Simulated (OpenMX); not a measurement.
The system is GaB.

```
Ga B
1.0
     2.71824    0.00000    0.00000
     0.00000    2.71824    0.00000
     0.00000    0.00000    3.23621
Ga B
1 1
Cartesian
  1.3591 1.3591 1.6181
  0.0000 0.0000 0.0000
```

The cell was built by a generator and needn't be a form met in nature.

Base run:

- Program: OpenMX 3.8.5
- Functional: PBE
- Potentials or basis: OpenMX 2013 PBE set, Ga7.0-s3p2d2, B7.0-s2p2d1, grid cutoff 500 Ry
- k mesh: 7 × 7 × 7
- Occupations: fermi-dirac, width 0.05 eV
- Spin: no spin polarisation

Its results: pressure 1.6 GPa.

Question: The run is repeated on the same cell with these changes: potentials or basis from OpenMX 2013 PBE set, Ga7.0-s3p2d2, B7.0-s2p2d1, grid cutoff 500 Ry to OpenMX 2013 PBE set, Ga7.0-s2p2d1, B7.0-s2p2, grid cutoff 500 Ry. What comes out?

Answer: Pressure 6.6 GPa.

Caveats: the basis of atomic orbitals isn't converged, which shifts pressures, moduli and gaps.
